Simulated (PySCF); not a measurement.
**SnMeH3 (CH₆Sn): fields and orbitals**

For SnMeH3 (CH₆Sn), the scripts below compute its lowest excited states and localise its valence orbitals.

Method: levels as typed in each script, gas phase, geometry from GFN2-xTB; program: PySCF 2.14.0.

### 1 Where the work starts

8 atoms, charge 0, spin multiplicity 1.

Bond lengths: Sn1–C2 2.146 Å, Sn1–H6 1.658 Å, Sn1–H7 1.658 Å, Sn1–H8 1.658 Å, C2–H3 1.084 Å, C2–H4 1.084 Å, C2–H5 1.084 Å. Angles: C2–Sn1–H6 111.7°, C2–Sn1–H7 111.7°, C2–Sn1–H8 111.7°, H6–Sn1–H7 107.2°, H6–Sn1–H8 107.2°, H7–Sn1–H8 107.2°, Sn1–C2–H3 110.5°, Sn1–C2–H4 110.5°, Sn1–C2–H5 110.5°, H3–C2–H4 108.4°, H3–C2–H5 108.4°, H4–C2–H5 108.4°.

Geometry (Å):

```
Sn   -0.3002    0.0000    0.0000
C     1.8455   -0.0001    0.0000
H     2.2249    0.5188    0.8728
H     2.2249    0.4967   -0.8855
H     2.2250   -1.0151    0.0127
H    -0.9129   -0.7390   -1.3519
H    -0.9130    1.5403    0.0360
H    -0.9129   -0.8013    1.3159
```

### 2 Excited states (PBE0/def2-svpd)

The input, input.py:

```python
import numpy as np
from pyscf import gto, scf, dft, tdscf
from pyscf.scf import atom_ks, atom_hf
from scipy.linalg import block_diag

def solve(mol, dm0=None, hcore=None):
    mf = (dft.UKS if mol.spin else dft.RKS)(mol, xc='pbe0')
    mf.grids.level = 3
    mf = mf.density_fit(auxbasis='def2-universal-jkfit')
    mf.conv_tol, mf.max_cycle = 1e-8, 80
    if hcore is not None:
        mf.get_hcore = lambda *args: hcore
    mf.kernel(dm0)
    if not mf.converged:
        mf = mf.newton().run(mf.mo_coeff, mf.mo_occ, max_cycle=30)
    assert mf.converged, 'SCF not converged'
    return mf

mol = gto.M(atom='''
Sn    -0.30018     0.00000     0.00000
C      1.84548    -0.00005     0.00000
H      2.22491     0.51875     0.87278
H      2.22491     0.49666    -0.88554
H      2.22498    -1.01505     0.01275
H     -0.91287    -0.73901    -1.35189
H     -0.91296     1.54026     0.03597
H     -0.91286    -0.80130     1.31595
''', basis='def2-svpd', ecp={'Sn': 'def2-svpd'}, charge=0, spin=0, verbose=4)
mf = solve(mol)
td = mf.TDA()
td.nstates, td.singlet, td.conv_tol = 4, True, 1e-5
td.kernel()
td.analyze()
x, y = np.array([p[0] for p in td.xy]), np.array([p[1] + 0 * p[0] for p in td.xy])
f, mu = td.oscillator_strength(), td.transition_dipole()
nto = [td.get_nto(state=i + 1, verbose=4) for i in range(len(td.e))]
# spherically averaged free atoms, for the promolecule
atom_ks.AtomSphAverageRKS.init_guess_by_vsap = lambda self, mol=None: self.init_guess_by_minao(mol)  # core potentials
atm = atom_ks.get_atm_nrks(mol, xc='pbe0')
pro = block_diag(*[(atm[a[0]][2] * atm[a[0]][3]) @ atm[a[0]][2].T for a in mol._atom])
np.savez('result.npz', e=td.e, f=f, ok=td.converged, w=[n[0] for n in nto], nto=[n[1] for n in nto], x=x, y=y, c=mf.mo_coeff, occ=mf.mo_occ, eps=mf.mo_energy, pro=pro, mu=mu)
```

Run with:

```
> OMP_NUM_THREADS=1 python input.py
```

### 4 Localised orbitals (PBE/def2-tzvp)

The input, input.py:

```python
import numpy as np
from pyscf import gto, scf, dft, lo
from pyscf.data.elements import chemcore

def solve(mol, dm0=None, hcore=None):
    mf = (dft.UKS if mol.spin else dft.RKS)(mol, xc='pbe')
    mf.grids.level = 3
    mf = mf.density_fit(auxbasis='def2-universal-jkfit')
    mf.conv_tol, mf.max_cycle = 1e-8, 80
    if hcore is not None:
        mf.get_hcore = lambda *args: hcore
    mf.kernel(dm0)
    if not mf.converged:
        mf = mf.newton().run(mf.mo_coeff, mf.mo_occ, max_cycle=30)
    assert mf.converged, 'SCF not converged'
    return mf

mol = gto.M(atom='''
Sn    -0.30018     0.00000     0.00000
C      1.84548    -0.00005     0.00000
H      2.22491     0.51875     0.87278
H      2.22491     0.49666    -0.88554
H      2.22498    -1.01505     0.01275
H     -0.91287    -0.73901    -1.35189
H     -0.91296     1.54026     0.03597
H     -0.91286    -0.80130     1.31595
''', basis='def2-tzvp', ecp={'Sn': 'def2-tzvp'}, charge=0, spin=0, verbose=4)
mf = solve(mol)
occ_all = mf.mo_coeff[:, mf.mo_occ > 0]
occ = occ_all[:, chemcore(mol):]
bo = lo.Boys(mol, occ)
loc = bo.kernel()
for _ in range(5):
    new, stable = bo.stability(return_status=True)
    if stable:
        break
    loc = bo.kernel(new)
fock, s = mf.get_fock(), mf.get_ovlp()
ortho = lo.orth_ao(mol, 'meta_lowdin')
labels = mol.ao_labels(fmt=None)
vir = loc[:, :0]
both = np.hstack([loc, vir])
p = (ortho.T @ s @ both) ** 2
pop = np.array([p[[l[0] == a for l in labels]].sum(0) for a in range(mol.natm)])
spd = np.array([[p[[l[0] == a and l[2][-1] == k for l in labels]].sum(0) for k in 'spd'] for a in range(mol.natm)])
eps = np.einsum('pi,pq,qi->i', both, fock, both)
for i in np.argsort(eps):
    top = np.argsort(-pop[:, i])[:3]
    print('%3d %s %9.4f Eh ' % (i + 1, 'occ' if i < loc.shape[1] else 'vir', eps[i]), '  '.join('%s%d %.3f' % (mol.atom_symbol(a), a + 1, pop[a, i]) for a in top))
np.savez('result.npz', c=both, nocc=loc.shape[1], pop=pop, spd=spd, eps=eps, e=mf.e_tot)
```

(Steps that only read results are left out.)

Q: Predict the outcome of this session. Wanted: lowest singlet excitation.

**Answer**, as computed:

| quantity | value |
| --- | --- |
| lowest singlet excitation (PBE0/def2-svpd) | 7.66 eV |
| localised occupied orbitals above −45 eV (PBE/def2-tzvp) | 12 |

**Reading.** The geometry was not optimised at these levels.
